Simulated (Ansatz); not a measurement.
# Selenium, hcp under BLYP: ground state and equation of state

Aim: take selenium in the hcp structure, relax it, solve it on a dense k-mesh, then scale the cell to 7 volumes from 88 to 112 % of the relaxed one and try a fit of the equation of state. Spin polarisation is left out. The k-meshes are 12×12×6 for the relaxation; 16×16×13 for the dense run; 11×11×9 for the volumes.

Program: Ansatz 0.2.0. Level of theory: DFT BLYP, plane waves (420 eV) with PAW, scalar-relativistic; the PAW data stem from PBE, with regenerated cores. These are calculated values, not measurements.

## Step 1: The system as given

Symmetry: P6_3/mmc, No. 194, hexagonal system. The conventional cell has a = 3.136 Å, b = 3.136 Å, c = 5.121 Å, α = 90.00°, β = 90.00°, γ = 120.00°. Se (site symmetry -6m2) has 12 Se at 3.14 Å as nearest neighbours.

Structure file:

```
CELL_PARAMETERS angstrom
3.13603 0.00000 0.00000
-1.56802 2.71588 0.00000
0.00000 0.00000 5.12114
ATOMIC_POSITIONS crystal
Se 0.33333 0.66667 0.25000
Se 0.66667 0.33333 0.75000
```

## Step 2: Geometry optimisation

File input.yaml:

```yaml
crystal:
  lattice:
    - [3.1360302227, 0.0, 0.0]
    - [-1.5680151114, 2.7158818399, 0.0]
    - [0.0, 0.0, 5.1211373537]
  atoms:
    - { symbol: Se, position: [0.3333333333, 0.6666666667, 0.25] }
    - { symbol: Se, position: [0.6666666667, 0.3333333333, 0.75] }
hamiltonian:
  xc: blyp
  pseudopotentials:
    kind: paw
    azcp:
      Se: "pseudopotentials/Se.paw.azcp"
basis:
  ecutwfc: 420
  fft_grid_basis: typed
kpoints:
  mp_grid: { grid: [12, 12, 6], shift: [0, 0, 0] }
magnetization:
  spin_polarized: false
scf:
  occupations: { method: fermi_dirac, width: 0.1 }
relax:
  max_steps: 60
  f_tol: 0.01
  cell: {}
```

After this run come: The energy on a finer k-mesh; Volume × 0.88; Volume × 0.92; Volume × 0.96; Volume × 1.0; Volume × 1.04; Volume × 1.08; Volume × 1.12.

**Question.** What will these runs give? Wanted: space group; conventional cell; volume; shortest distance; gap on the mesh; relative to trigonal; highest ELF outside the cores; V₀, B₀, B₀′.

As calculated:

| quantity | value |
| --- | --- |
| space group (spins left aside) | P6_3/mmc (No. 194) |
| conventional cell | a = 3.831 Å, c = 3.895 Å (c/a = 1.016) |
| volume | 24.755 Å³/atom |
| shortest distance | 2.947 Å |
| gap on the mesh | none (levels filled in part) |
| relative to trigonal (grey) selenium | +501 meV/atom |
| highest ELF outside the cores | 0.81, 0.80 Å from the nearest atom |
| V₀, B₀, B₀′ | 24.691 Å³/atom, 52 GPa, 4.6 |

From the guessed start the volume grew by 13.5 % in 12 steps. It lies 501 meV/atom above the element's reference form at the same level (trigonal (grey) selenium, from a run of its own). Levels at the Fermi energy are filled in part, as in a metal. The fitted modulus is 52 GPa; letting shape and positions relax at each volume could only lower it. The symmetry was held, so the structure may be unstable against distortions that break it.
